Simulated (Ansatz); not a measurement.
# CH4InN: the cost of one run

Program: Ansatz 0.2.0. Level of theory: RKS r2SCAN-D4/def2-SVP. These are calculated values, not measurements.

## Step 1: Where the work starts

7 atoms, charge 0, spin multiplicity 1.

Atoms are counted from 1 here; the program's logs count them from 0.

Bond lengths: C1–N2 1.279 Å, C1–H4 1.111 Å, C1–H5 1.108 Å, N2–In3 2.569 Å, N2–H6 1.034 Å, In3–H7 1.903 Å. Angles: N2–C1–H4 124.1°, N2–C1–H5 119.1°, H4–C1–H5 116.7°, C1–N2–In3 130.2°, C1–N2–H6 113.4°, In3–N2–H6 115.7°, N2–In3–H7 77.3°.

Coordinates:

```csv
atom,x (Å),y (Å),z (Å)
C1,-1.0822,0.3989,-0.4344
N2,-0.0275,0.2345,0.2704
In3,2.3974,-0.2097,-0.4535
H4,-2.1111,0.4396,-0.0170
H5,-0.9855,0.5035,-1.5334
H6,-0.2194,0.1363,1.2811
H7,2.0894,-1.5710,0.8408
```

## Step 2: Relaxation

input.yaml reads:

```yaml
crystal:
  periodic: [false, false, false]
  atoms:
    - { symbol: C, position_ang: [-1.08223, 0.398862, -0.434407] }
    - { symbol: "N", position_ang: [-0.02746, 0.234504, 0.270379] }
    - { symbol: In, position_ang: [2.397428, -0.209696, -0.453481] }
    - { symbol: H, position_ang: [-2.111075, 0.439644, -0.016959] }
    - { symbol: H, position_ang: [-0.985488, 0.503493, -1.533417] }
    - { symbol: H, position_ang: [-0.219421, 0.136268, 1.281146] }
    - { symbol: H, position_ang: [2.089446, -1.570976, 0.840839] }
basis:
  gaussian: { orbitals: def2-SVP }
hamiltonian:
  xc: r2scan
  dispersion: d4
output:
  forces: true
relax:
  f_tol: 0.003
  max_steps: 120
```

Launch:

```sh
$ ansatz run input.yaml --threads 1 --pin off --max-ram 2560MiB --backend cpu --events-out ev --progress --plain --runs-dir out
```

Q: Estimate wall time and peak memory on 1 thread of Arm Neoverse V2, shared host.

About 47 s, with a peak of 0.14 GiB.
